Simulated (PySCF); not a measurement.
# GaH₇O₂Si₂: NMR shifts at several levels of theory, part 2 of 2

PySCF 2.14.0. Atoms count from 0. The steps go on from the part before.

### Step 6. Shielding tensors: PBE0/cc-pVTZ

The job: settings as JSON, then the geometry in Å.

```
{"job": {"kind": "nmr", "xc": "PBE0", "basis": "cc-pVTZ", "pop": true}, "charge": 0, "multiplicity": 1}
Si    -2.025143     0.254258    -0.395708
O     -1.592538    -0.046149     1.174341
Ga    -0.197323    -0.374705     2.220793
O      1.383618    -0.356886     1.416262
Si     2.148958    -0.045442    -0.017678
H     -1.807741    -0.954277    -1.249953
H     -1.229138     1.386184    -0.967014
H     -3.472083     0.618966    -0.434221
H     -0.349234    -0.658913     3.726930
H      3.351343    -0.922458    -0.132005
H      1.246111    -0.313105    -1.182392
H      2.582741     1.384107    -0.075994
```

With the program's defaults for keys left out, this is: GIAO PBE0/cc-pVTZ NMR shielding, non-relativistic, gas phase.

Output:

```text
coarse grid: 47904 points
cycle   1  E = -2657.8105638412  dE = -2.405e-01  |g| = 1.232e+00  |ddm| = 8.208e+00
cycle   2  E = -2657.0211416349  dE =  7.894e-01  |g| = 2.323e+00  |ddm| = 8.613e+00
cycle   3  E = -2658.0646165218  dE = -1.043e+00  |g| = 1.716e-01  |ddm| = 5.726e+00
cycle   4  E = -2658.0694982978  dE = -4.882e-03  |g| = 7.960e-02  |ddm| = 9.522e-01
cycle   5  E = -2658.0702567234  dE = -7.584e-04  |g| = 8.868e-03  |ddm| = 4.023e-01
cycle   6  E = -2658.0702722996  dE = -1.558e-05  |g| = 2.089e-03  |ddm| = 3.500e-02
cycle   7  E = -2658.0702731217  dE = -8.221e-07  |g| = 8.415e-04  |ddm| = 6.178e-03
final grid: 97168 points
cycle   8  E = -2658.0702423901  dE =  2.075e-07  |g| = 1.609e-03  |ddm| = 5.396e-03
cycle   9  E = -2658.0702410688  dE =  1.321e-06  |g| = 3.169e-03  |ddm| = 6.379e-03
cycle  10  E = -2658.0702428556  dE = -1.787e-06  |g| = 7.249e-05  |ddm| = 4.147e-03
cycle  11  E = -2658.0702428569  dE = -1.254e-09  |g| = 1.617e-05  |ddm| = 3.211e-04
cycle  12  E = -2658.0702428569  dE = -3.274e-11  |g| = 7.978e-06  |ddm| = 5.298e-05
converged SCF energy = -2658.0702428569

GIAO shielding tensors (ppm)
atom      isotropic    diamagn.    paramagn.     s11        s22        s33       span
  0 Si     390.273     884.682    -494.409    338.089    357.227    475.505    137.416
  1 O      270.558     368.801     -98.243    197.780    292.103    321.793    124.013
  2 Ga    1616.323    2641.707   -1025.384   1411.880   1648.045   1789.044    377.164
  3 O      269.188     368.998     -99.810    197.525    288.485    321.555    124.031
  4 Si     391.833     885.032    -493.200    341.842    355.081    478.575    136.733
  5 H       25.970      30.618      -4.649     22.896     24.240     30.772      7.876
  6 H       25.877      31.392      -5.514     22.608     24.665     30.359      7.750
  7 H       26.095      28.297      -2.202     22.800     24.205     31.279      8.480
  8 H       26.178      27.208      -1.031     19.472     20.274     38.787     19.316
  9 H       26.086      28.637      -2.551     22.875     24.125     31.257      8.382
 10 H       25.748      32.355      -6.607     22.115     25.266     29.863      7.748
 11 H       26.027      29.827      -3.799     23.018     23.981     31.083      8.064
```

It took 36 s on 1 thread of Arm Neoverse V2, shared host; peak memory 1.2 GiB.

Key values: δ Si0 -31.1, O1 65.0, Ga2 185, H5 5.32, H8 5.11 ppm (means over like atoms).

### Step 7. Shielding tensors: PBE0/aug-cc-pVDZ

Same as in step 6 but for these lines:

```diff
@@ -1,2 +1,2 @@
-{"job": {"kind": "nmr", "xc": "PBE0", "basis": "cc-pVTZ", "pop": true}, "charge": 0, "multiplicity": 1}
+{"job": {"kind": "nmr", "xc": "PBE0", "basis": "aug-cc-pVDZ", "pop": true}, "charge": 0, "multiplicity": 1}
 Si    -2.025143     0.254258    -0.395708
```

Method: GIAO PBE0/aug-cc-pVDZ NMR shielding, non-relativistic, gas phase.

Output:

```text
coarse grid: 47904 points
cycle   1  E = -2657.6855415791  dE = -2.059e-01  |g| = 1.089e+00  |ddm| = 7.934e+00
cycle   2  E = -2656.9661917887  dE =  7.193e-01  |g| = 2.133e+00  |ddm| = 5.043e+00
cycle   3  E = -2657.9136715704  dE = -9.475e-01  |g| = 9.807e-02  |ddm| = 3.364e+00
cycle   4  E = -2657.9159200269  dE = -2.248e-03  |g| = 3.494e-02  |ddm| = 4.907e-01
cycle   5  E = -2657.9162151270  dE = -2.951e-04  |g| = 3.275e-03  |ddm| = 1.379e-01
cycle   6  E = -2657.9162178111  dE = -2.684e-06  |g| = 1.545e-03  |ddm| = 1.264e-02
final grid: 97168 points
cycle   7  E = -2657.9162345628  dE =  7.740e-07  |g| = 2.659e-03  |ddm| = 1.078e-02
cycle   8  E = -2657.9162307886  dE =  3.774e-06  |g| = 5.147e-03  |ddm| = 1.226e-02
cycle   9  E = -2657.9162359640  dE = -5.175e-06  |g| = 2.261e-04  |ddm| = 7.969e-03
cycle  10  E = -2657.9162359773  dE = -1.329e-08  |g| = 1.657e-05  |ddm| = 6.718e-04
cycle  11  E = -2657.9162359774  dE = -5.002e-11  |g| = 1.012e-05  |ddm| = 5.771e-05
converged SCF energy = -2657.9162359774

GIAO shielding tensors (ppm)
atom      isotropic    diamagn.    paramagn.     s11        s22        s33       span
  0 Si     445.621     888.545    -442.923    395.973    413.521    527.370    131.397
  1 O      275.298     377.786    -102.488    200.447    301.379    324.069    123.621
  2 Ga    1715.803    2638.809    -923.006   1530.053   1734.096   1883.259    353.207
  3 O      273.814     380.697    -106.883    200.488    297.539    323.416    122.928
  4 Si     447.555     890.308    -442.753    399.647    410.414    532.605    132.958
  5 H       25.935      29.877      -3.942     22.672     24.254     30.880      8.208
  6 H       25.846      31.179      -5.333     22.388     24.726     30.424      8.036
  7 H       26.089      27.556      -1.468     22.543     24.306     31.417      8.874
  8 H       26.081      26.314      -0.233     19.353     20.110     38.779     19.426
  9 H       26.071      27.759      -1.689     22.638     24.193     31.382      8.744
 10 H       25.716      32.954      -7.238     21.823     25.448     29.877      8.054
 11 H       26.004      28.823      -2.819     22.761     24.045     31.205      8.443
```

Run time: 23 s. Hardware: 1 thread of Arm Neoverse V2, shared host; peak memory 0.88 GiB.

Key values: δ Si0 -29.9, O1 61.4, Ga2 159, H5 5.45, H8 5.31 ppm (means over like atoms).

### Step 8. Shielding tensors: PBE0/pcSseg-0

Same as in step 7 but for these lines:

```diff
@@ -1,2 +1,2 @@
-{"job": {"kind": "nmr", "xc": "PBE0", "basis": "aug-cc-pVDZ", "pop": true}, "charge": 0, "multiplicity": 1}
+{"job": {"kind": "nmr", "xc": "PBE0", "basis": "pcSseg-0", "pop": true}, "charge": 0, "multiplicity": 1}
 Si    -2.025143     0.254258    -0.395708
```

Level: GIAO PBE0/pcSseg-0 NMR shielding, non-relativistic, gas phase.

Output:

```text
coarse grid: 47904 points
cycle   1  E = -2654.4602713816  dE = -7.194e-01  |g| = 1.065e+00  |ddm| = 3.424e+00
cycle   2  E = -2653.8438886925  dE =  6.164e-01  |g| = 2.017e+00  |ddm| = 3.116e+00
cycle   3  E = -2654.6688754080  dE = -8.250e-01  |g| = 1.024e-01  |ddm| = 2.368e+00
cycle   4  E = -2654.6715748213  dE = -2.699e-03  |g| = 2.795e-02  |ddm| = 1.997e-01
cycle   5  E = -2654.6718062199  dE = -2.314e-04  |g| = 2.739e-03  |ddm| = 4.485e-02
cycle   6  E = -2654.6718074932  dE = -1.273e-06  |g| = 2.088e-03  |ddm| = 5.684e-03
final grid: 97168 points
cycle   7  E = -2654.6717239803  dE =  2.209e-06  |g| = 4.060e-03  |ddm| = 5.487e-03
cycle   8  E = -2654.6717153848  dE =  8.595e-06  |g| = 7.874e-03  |ddm| = 1.030e-02
cycle   9  E = -2654.6717270938  dE = -1.171e-05  |g| = 6.848e-05  |ddm| = 6.802e-03
cycle  10  E = -2654.6717270947  dE = -9.500e-10  |g| = 2.456e-05  |ddm| = 9.803e-05
converged SCF energy = -2654.6717270947

GIAO shielding tensors (ppm)
atom      isotropic    diamagn.    paramagn.     s11        s22        s33       span
  0 Si     408.780     876.447    -467.667    350.634    360.766    514.940    164.305
  1 O      318.386     399.738     -81.352    201.165    336.200    417.792    216.628
  2 Ga    1691.620    2632.421    -940.801   1519.008   1691.895   1863.957    344.949
  3 O      316.863     400.057     -83.194    201.952    337.120    411.517    209.565
  4 Si     410.617     876.788    -466.170    353.493    358.735    519.623    166.130
  5 H       27.074      29.149      -2.075     23.169     25.371     32.681      9.512
  6 H       27.020      29.475      -2.454     22.986     26.025     32.050      9.064
  7 H       27.052      28.582      -1.530     22.793     25.007     33.354     10.561
  8 H       27.077      28.614      -1.538     20.515     20.926     39.788     19.273
  9 H       27.041      28.631      -1.591     22.828     24.990     33.304     10.476
 10 H       26.948      29.847      -2.899     22.289     27.074     31.481      9.192
 11 H       27.079      28.903      -1.825     23.030     25.135     33.072     10.042
```

Wall time 5.9 s (1 thread of Arm Neoverse V2, shared host); peak memory 0.5 GiB.

Key values: δ Si0 -61.2, O1 20.2, Ga2 222, H5 5.80, H8 5.76 ppm (means over like atoms).

### Step 9. NMR shieldings: PBE0/pcSseg-2

Same as in step 8 but for these lines:

```diff
@@ -1,2 +1,2 @@
-{"job": {"kind": "nmr", "xc": "PBE0", "basis": "pcSseg-0", "pop": true}, "charge": 0, "multiplicity": 1}
+{"job": {"kind": "nmr", "xc": "PBE0", "basis": "pcSseg-2", "pop": true}, "charge": 0, "multiplicity": 1}
 Si    -2.025143     0.254258    -0.395708
```

Method: GIAO PBE0/pcSseg-2 NMR shielding, non-relativistic, gas phase.

Output:

```text
coarse grid: 47904 points
cycle   1  E = -2657.7922640684  dE = -3.285e-01  |g| = 1.597e+00  |ddm| = 2.576e+00
cycle   2  E = -2656.8997351239  dE =  8.925e-01  |g| = 2.771e+00  |ddm| = 1.827e+00
cycle   3  E = -2658.0781239317  dE = -1.178e+00  |g| = 2.940e-01  |ddm| = 1.452e+00
cycle   4  E = -2658.0915674510  dE = -1.344e-02  |g| = 1.596e-01  |ddm| = 1.932e-01
cycle   5  E = -2658.0937877272  dE = -2.220e-03  |g| = 1.630e-02  |ddm| = 5.276e-02
cycle   6  E = -2658.0938199859  dE = -3.226e-05  |g| = 3.167e-03  |ddm| = 1.178e-02
cycle   7  E = -2658.0938218252  dE = -1.839e-06  |g| = 4.624e-04  |ddm| = 3.083e-03
final grid: 97168 points
cycle   8  E = -2658.0938322097  dE = -1.236e-07  |g| = 4.631e-04  |ddm| = 1.736e-03
cycle   9  E = -2658.0938321823  dE =  2.742e-08  |g| = 6.591e-04  |ddm| = 6.797e-04
cycle  10  E = -2658.0938322532  dE = -7.092e-08  |g| = 1.337e-04  |ddm| = 3.310e-04
cycle  11  E = -2658.0938322563  dE = -3.035e-09  |g| = 2.106e-05  |ddm| = 8.686e-05
cycle  12  E = -2658.0938322563  dE = -4.820e-11  |g| = 7.918e-06  |ddm| = 1.092e-05
converged SCF energy = -2658.0938322563

GIAO shielding tensors (ppm)
atom      isotropic    diamagn.    paramagn.     s11        s22        s33       span
  0 Si     377.765     877.717    -499.952    327.348    343.600    462.347    134.999
  1 O      264.471     393.459    -128.988    190.721    288.064    314.629    123.908
  2 Ga    1515.646    2640.300   -1124.654   1285.640   1553.217   1708.081    422.441
  3 O      263.106     393.764    -130.658    191.349    284.415    313.555    122.206
  4 Si     379.173     877.780    -498.607    329.958    341.653    465.908    135.950
  5 H       25.977      29.867      -3.890     22.978     24.187     30.765      7.787
  6 H       25.884      30.490      -4.605     22.709     24.593     30.351      7.642
  7 H       26.031      28.259      -2.228     22.871     24.091     31.131      8.261
  8 H       26.142      26.426      -0.284     19.490     20.247     38.689     19.199
  9 H       26.037      28.509      -2.472     22.950     24.031     31.128      8.178
 10 H       25.742      31.240      -5.498     22.227     25.168     29.830      7.602
 11 H       26.011      29.241      -3.230     23.064     23.933     31.036      7.972
```

It took 48 s on 1 thread of Arm Neoverse V2, shared host; peak memory 1.3 GiB.

This run: δ Si0 -37.2, O1 64.4, Ga2 202, H5 5.30, H8 5.10 ppm (means over like atoms).

### Step 10. Run by run: NMR shifts

Shifts (ppm), means over like atoms, with basis size and wall time:

```csv
run,H8,H5,Si0,O1,Ga2,functions,time
PBE0/6-31G*,5.76,5.43,-8.7,55.9,168,110,9.8 s
PBE0/def2-SVP,5.14,5.22,-42.7,68.3,179,131,11 s
PBE0/def2-TZVP,5.24,5.52,-37.8,69.2,187,226,26 s
PBE0/cc-pVDZ,5.27,5.21,-30.5,68.7,167,126,12 s
PBE0/cc-pVTZ,5.11,5.32,-31.1,65.0,185,269,36 s
PBE0/aug-cc-pVDZ,5.31,5.45,-29.9,61.4,159,199,23 s
PBE0/pcSseg-0,5.76,5.80,-61.2,20.2,222,83,5.9 s
PBE0/pcSseg-2,5.10,5.30,-37.2,64.4,202,319,48 s
```

### Step 11. Summary of results

This closing draws on all 2 parts.

| quantity | value |
| --- | --- |
| ¹H shifts against TMS (PBE0/6-31G*, means over atoms taken as alike) | 5.76, 5.43 ppm |
| ²⁹Si shifts against TMS (PBE0/6-31G*, means over atoms taken as alike) | -8.7 ppm |
| ¹⁷O shifts against H2O (PBE0/6-31G*, means over atoms taken as alike) | 55.9 ppm |
| ⁷¹Ga shifts against GaH4- (PBE0/6-31G*) | 168 ppm |
| range of the shift of Ga2 | 159 to 222 ppm |

**Reading.** Single values in the summary come from the first run of each kind that ended normally (PBE0/6-31G*), which need not be the best level. At PBE0/6-31G*: Shielding is most anisotropic at Ga2 (span 398 ppm, paramagnetic term -930 ppm). Across the 8 runs the shift of Ga2 moves most, between 159 (PBE0/aug-cc-pVDZ) and 222 ppm (PBE0/pcSseg-0). Part of that comes from the computed reference. Spin-orbit coupling is left out, which matters for shieldings and couplings at and beside the heavy atoms.
